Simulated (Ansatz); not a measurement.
**HSE06/cc-pVDZ run of C2H3ClF2 (1-chloro-1,1-difluoroethane)**

What is the electronic atomisation energy of C2H3ClF2 (1-chloro-1,1-difluoroethane) at HSE06/cc-pVDZ? 

Program for the calculation: Ansatz 0.2.0.

55 further runs of the same task are left out: 1 that didn't finish, 54 set aside as unsound or not needed. Runs told in other sessions of the task aren't counted.

## 1. The system as given

The species is C2H3ClF2 (8 atoms), meant as a singlet with charge 0. SMILES: `CC(F)(F)Cl`. The shape is that of a PBE0-D4/def2-TZVP optimisation.

Bond lengths: C1–C2 1.499 Å, C2–F3 1.343 Å, C2–F4 1.343 Å, C2–Cl5 1.781 Å, C1–H6 1.088 Å, C1–H7 1.091 Å, C1–H8 1.088 Å. Some angles: C1–C2–F3 111.0°, C1–C2–F4 111.0°, C1–C2–Cl5 112.0°, F3–C2–F4 106.8°, F3–C2–Cl5 107.9°, F4–C2–Cl5 107.9°, C2–C1–H6 109.7°, C2–C1–H7 108.3°, C2–C1–H8 109.7°, H6–C1–H7 109.7°.

## 2. The energy at HSE06/cc-pVDZ

Contents of run.yaml:

```yaml
crystal:
  periodic: [false, false, false]
  atoms:
    - {symbol: C, position_ang: [-0.591960, -0.305640, 0.477310]}
    - {symbol: C, position_ang: [0.524930, 0.179790, -0.395910]}
    - {symbol: F, position_ang: [1.713900, 0.014330, 0.206290]}
    - {symbol: F, position_ang: [0.571970, -0.511300, -1.546500]}
    - {symbol: Cl, position_ang: [0.352900, 1.905700, -0.801400]}
    - {symbol: H, position_ang: [-0.600880, 0.257090, 1.409000]}
    - {symbol: H, position_ang: [-0.428120, -1.363800, 0.687730]}
    - {symbol: H, position_ang: [-1.542750, -0.176190, -0.036530]}
basis:
  gaussian:
    orbitals: cc-pVDZ
hamiltonian:
  xc: {name: HSE06}
output:
  orbitals: {seedname: orbitals}
magnetization:
  spin_polarized: false
  initial_magnetization: 0
accuracy: high
total_charge: 0
```

Started as:

```console
ansatz run run.yaml --threads 1 --pin off --max-ram 3480MiB --events-out events.jsonl --progress --plain --runs-dir runs
```

The log of the run:

```text
Warning: RAYON_NUM_THREADS=1 ignored (pool sized by the plan → 1); use --threads N
Functional definition: HSE06
  name "HSE06"
  parameter a = 0.25
  parameter omega = 0.11/bohr
  exchange = pbe_x - a*pbe_x_sr(omega) + a*exact_x_sr(omega)
  correlation = pbe_c
2086 factors; integrals over basis functions are off by at most 3.6e-9 eV
87 factors; integrals over basis functions are off by at most 2.1e-9 eV
mean field evaluation 1: about -20063.8934 eV, gradient 4.3e1 eV
mean field evaluation 2: about -20062.9937 eV, gradient 4.7e1 eV
mean field evaluation 4: about -20067.5263 eV, gradient 1.7e0 eV
mean field evaluation 8: about -20067.7773 eV, gradient 3.0e-1 eV
mean field evaluation 16: about -20067.7776 eV, gradient 4.8e-5 eV
mean field -20067.77755100 eV, -737.4772225712 hartree, gradient 4.9e-8 eV, S^2 0.000000; 0 other end points of the search recorded, 0 dependent functions left out
reference -20067.77755340 eV, -737.4772226593 hartree; 25, 25 occupied and 64, 64 virtual orbitals, 2086 factors
Total energy: -20067.77755340 eV, -737.4772226593 hartree
```

Run time: 9.6 s. Hardware: 1 thread of Arm Neoverse V1, shared host; peak memory 0.33 GiB.

## 3. The C atom, same level

Contents of molecule.yaml:

```yaml
crystal:
  periodic: [false, false, false]
  atoms:
    - {symbol: C, position_ang: [0.000000, 0.000000, 0.000000]}
basis:
  gaussian: {orbitals: cc-pVDZ}
accuracy: high
magnetization: {spin_polarized: true, initial_magnetization: 2}
hamiltonian: {xc: hse06}
```

Started as:

```console
ansatz run molecule.yaml --threads 1 --pin off --max-ram 3480MiB --events-out events.jsonl --progress --plain --runs-dir runs
```

The log of the run:

```text
Warning: RAYON_NUM_THREADS=1 ignored (pool sized by the plan → 1); use --threads N
[... 6 set-up lines as earlier in the session ...]
96 factors; integrals over basis functions are off by at most 1.3e-9 eV
35 factors; integrals over basis functions are off by at most 1.0e-9 eV
mean field evaluation 1: about -1028.4180 eV, gradient 3.5e0 eV
mean field evaluation 2: about -1028.4936 eV, gradient 9.5e-1 eV
mean field evaluation 4: about -1028.4999 eV, gradient 2.5e-1 eV
mean field evaluation 8: about -1028.5004 eV, gradient 2.7e-5 eV
mean field -1028.50036262 eV, -37.7966911837 hartree, gradient 8.8e-8 eV, S^2 2.002551; 0 other end points of the search recorded, 0 dependent functions left out
reference -1028.50036435 eV, -37.7966912472 hartree; 4, 2 occupied and 10, 12 virtual orbitals, 96 factors
Total energy: -1028.50036435 eV, -37.7966912472 hartree
```

Wall time 0.49 s (1 thread of Arm Neoverse V1, shared host).

## 4. The Cl atom at the same level

Contents of input.yaml:

```yaml
crystal:
  periodic: [false, false, false]
  atoms:
    - symbol: Cl
      position_ang: [0.000000, 0.000000, 0.000000]
basis:
  gaussian:
    orbitals: cc-pVDZ
magnetization:
  spin_polarized: true
  initial_magnetization: 1
hamiltonian:
  xc: hse06
accuracy: high
```

Started as:

```console
ansatz run input.yaml --threads 1 --pin off --max-ram 3480MiB --events-out events.jsonl --progress --plain --runs-dir runs
```

The log of the run:

```text
Warning: RAYON_NUM_THREADS=1 ignored (pool sized by the plan → 1); use --threads N
[... 6 set-up lines as earlier in the session ...]
141 factors; integrals over basis functions are off by at most 3.0e-9 eV
35 factors; integrals over basis functions are off by at most 7.1e-10 eV
mean field evaluation 1: about -12516.7008 eV, gradient 3.1e0 eV
mean field evaluation 2: about -12516.7592 eV, gradient 9.0e-1 eV
mean field evaluation 4: about -12516.7642 eV, gradient 3.5e-1 eV
mean field evaluation 8: about -12516.7649 eV, gradient 1.3e-4 eV
mean field evaluation 16: about -12516.7649 eV, gradient 3.4e-9 eV
mean field -12516.76486411 eV, -459.9826245880 hartree, gradient 3.4e-9 eV, S^2 0.752328; 0 other end points of the search recorded, 0 dependent functions left out
reference -12516.76486566 eV, -459.9826246452 hartree; 9, 8 occupied and 9, 10 virtual orbitals, 141 factors
Total energy: -12516.76486566 eV, -459.9826246452 hartree
```

Wall time 1.1 s (1 thread of Arm Neoverse V1, shared host).

## 5. The F atom, same level

Contents of molecule.yaml:

```yaml
crystal:
  periodic: [false, false, false]
  atoms:
    - {symbol: F, position_ang: [0.000000, 0.000000, 0.000000]}
basis:
  gaussian: {orbitals: cc-pVDZ}
magnetization: {spin_polarized: true, initial_magnetization: 1}
hamiltonian: {xc: {name: HSE06}}
accuracy: high
```

Started as:

```console
ansatz run molecule.yaml --threads 1 --pin off --max-ram 3480MiB --events-out events.jsonl --progress --plain --runs-dir runs
```

The log of the run:

```text
Warning: RAYON_NUM_THREADS=1 ignored (pool sized by the plan → 1); use --threads N
[... 6 set-up lines as earlier in the session ...]
96 factors; integrals over basis functions are off by at most 1.7e-9 eV
26 factors; integrals over basis functions are off by at most 3.9e-10 eV
mean field evaluation 1: about -2711.0566 eV, gradient 5.0e0 eV
mean field evaluation 2: about -2711.1114 eV, gradient 1.7e0 eV
mean field evaluation 4: about -2711.1202 eV, gradient 2.2e-2 eV
mean field evaluation 8: about -2711.1200 eV, gradient 1.6e-4 eV
mean field -2711.11995044 eV, -99.6318205157 hartree, gradient 7.3e-9 eV, S^2 0.750914; 0 other end points of the search recorded, 0 dependent functions left out
reference -2711.11995092 eV, -99.6318205331 hartree; 5, 4 occupied and 9, 10 virtual orbitals, 96 factors
Total energy: -2711.11995092 eV, -99.6318205331 hartree
```

It took 0.52 s on 1 thread of Arm Neoverse V1, shared host.

## 6. The H atom at the same level

Contents of in.yaml:

```yaml
crystal:
  periodic: [false, false, false]
  atoms:
    - {symbol: H, position_ang: [0.000000, 0.000000, 0.000000]}
basis:
  gaussian: {orbitals: cc-pVDZ}
magnetization: {spin_polarized: true, initial_magnetization: 1}
hamiltonian: {xc: {name: HSE06}}
accuracy: high
```

Started as:

```console
ansatz run in.yaml --threads 1 --pin off --max-ram 3480MiB --events-out events.jsonl --progress --plain --runs-dir runs
```

The log of the run:

```text
Warning: RAYON_NUM_THREADS=1 ignored (pool sized by the plan → 1); use --threads N
[... 6 set-up lines as earlier in the session ...]
15 factors; integrals over basis functions are off by at most 4.6e-8 eV
14 factors; integrals over basis functions are off by at most 2.0e-10 eV
mean field evaluation 1: about -13.6055 eV, gradient 1.7e-1 eV
mean field evaluation 2: about -13.6054 eV, gradient 1.7e-1 eV
mean field evaluation 4: about -13.6058 eV, gradient 3.8e-3 eV
mean field evaluation 8: about -13.6058 eV, gradient 3.5e-9 eV
mean field -13.60578087 eV, -0.5000032248 hartree, gradient 3.5e-9 eV, S^2 0.750000; 0 other end points of the search recorded, 0 dependent functions left out
reference -13.60578268 eV, -0.5000032911 hartree; 1, 0 occupied and 4, 5 virtual orbitals, 15 factors
Total energy: -13.60578268 eV, -0.5000032911 hartree
```

It took 0.22 s on 1 thread of Arm Neoverse V1, shared host.

## 7. Outcome

At HSE06/cc-pVDZ:

| quantity | value |
| --- | --- |
| molecule: total energy | -737.47722 Eh |
| molecule: HOMO energy | -8.75 eV |
| molecule: LUMO energy | 0.52 eV |
| molecule: HOMO–LUMO gap | 9.26 eV |
| C atom: total energy | -37.79669 Eh |
| C atom: ⟨S²⟩ | 2.003 |
| Cl atom: total energy | -459.98262 Eh |
| Cl atom: ⟨S²⟩ | 0.752 |
| F atom: total energy | -99.63182 Eh |
| F atom: ⟨S²⟩ | 0.751 |
| H atom: total energy | -0.50000 Eh |
| H atom: ⟨S²⟩ | 0.750 |
| electronic atomisation energy | 30.955 eV |

What this shows: Taking the molecule apart into free atoms costs 30.95 eV (714 kcal/mol), before zero-point energy and without spin-orbit coupling.
